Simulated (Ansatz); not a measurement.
# CsH: a tetragonal deformation path

An exercise on one series of results from a longer session: the logs are not shown, and one member is left open.

Computed with Ansatz 0.2.0 (DFT r2SCAN, scalar-relativistic, plane waves, PAW, unless a step's input says otherwise).

## The starting structure

It takes space group Fm-3m (No. 225, cubic). Conventional cell: a = 6.376 Å, b = 6.376 Å, c = 6.376 Å, α = 90.00°, β = 90.00°, γ = 90.00°. Cs (site symmetry m-3m) is surrounded by 6 H at 3.19 Å. H (site symmetry m-3m) is surrounded by 6 Cs at 3.19 Å.

As a file:

```cif
data_structure
_symmetry_space_group_name_H-M 'Fm-3m'
_symmetry_Int_Tables_number 225
_cell_length_a 6.3760
_cell_length_b 6.3760
_cell_length_c 6.3760
_cell_angle_alpha 90.000
_cell_angle_beta 90.000
_cell_angle_gamma 90.000
_cell_volume 259.21
loop_
_atom_site_label
_atom_site_type_symbol
_atom_site_symmetry_multiplicity
_atom_site_Wyckoff_symbol
_atom_site_fract_x
_atom_site_fract_y
_atom_site_fract_z
_atom_site_occupancy
Cs1 Cs 4 a 0.00000 0.00000 0.00000 1
H1 H 4 b 0.50000 0.00000 0.00000 1
```

No relaxation comes first: the listed cell is the starting point.

## Zero of energy

Reference values: F = -5702.3907 eV; pressure 0.01 GPa; largest force 0.000 eV/Å; gap on the mesh 2.68 eV. It was computed beforehand with the settings of the runs below.

Set-up of the first run:

At fixed volume and fractional coordinates, lengths along (0.000, 0.000, 1.000) are scaled against those across it; ρ is that ratio over its starting value.

The input, input.yaml:

```yaml
crystal:
  lattice:
    - [0.0, 3.578589155, 2.5300625326]
    - [3.578589155, 0.0, 2.5300625326]
    - [3.578589155, 3.578589155, 0.0]
  atoms:
    - { symbol: Cs, position: [0.0, 0.0, 0.0] }
    - { symbol: H, position: [0.5, 0.5, 0.5] }
basis:
  ecutwfc: 500
kpoints:
  mp_grid: { grid: [8, 8, 8] }
hamiltonian:
  xc: r2scan
scf:
  occupations: { method: gaussian, width: 0.05 }
output:
  forces: true
  stress: true
  eigenvalues: true
```

Command:

```
> ansatz run input.yaml --threads 1 --pin off --max-ram 2560MiB --backend cpu --events-out ev --progress --plain --runs-dir out
```

Among the steps run: Point ρ = 0.707; ρ = 1.414; Point ρ = 0.850; ρ = 1.200; At ρ = 0.780; At ρ = 1.300; Point ρ = 0.920; At ρ = 1.100; At ρ = 0.650; Point ρ = 1.500; Point ρ = 0.960; Point ρ = 1.050.

One table of the session follows, with a row left open; its other results are not shown here.

```
    ρ  ΔE (meV/atom)  pressure (GPa)  gap on the mesh (eV)
0.650          486.1             6.1                  1.30
0.707          280.0             3.7                  1.85
0.780          125.9             1.8                  2.29
0.850           48.3             0.7                  2.52
0.920           11.5             0.2                  2.64
0.960            2.6             0.1                  2.67
1.000            0.0             0.0                  2.68
1.050            3.4             0.1                  2.67
1.100           12.6             0.2                  2.64
1.200           42.9             0.8                  2.53
1.300              ?               ?                     ?
1.414          142.2             2.5                  2.22
1.500          191.8             3.3                  2.08
```

**Question.** Estimate the row for ρ = 1.300.

Worked estimate for «ΔE (meV/atom)». A straight line through the neighbours (1.200, 42.9) and (1.414, 142.2) gives 42.9 + (142.2 − 42.9) × (1.300 − 1.200) / (1.414 − 1.200) = 89.3; a parabola fitted to 4 rows on both sides gives 84.2.

The run gave: ΔE (meV/atom): 84.6; pressure (GPa): 1.5; gap on the mesh (eV): 2.40. In «ΔE (meV/atom)» the line misses by +4.7 and the parabola by -0.4.
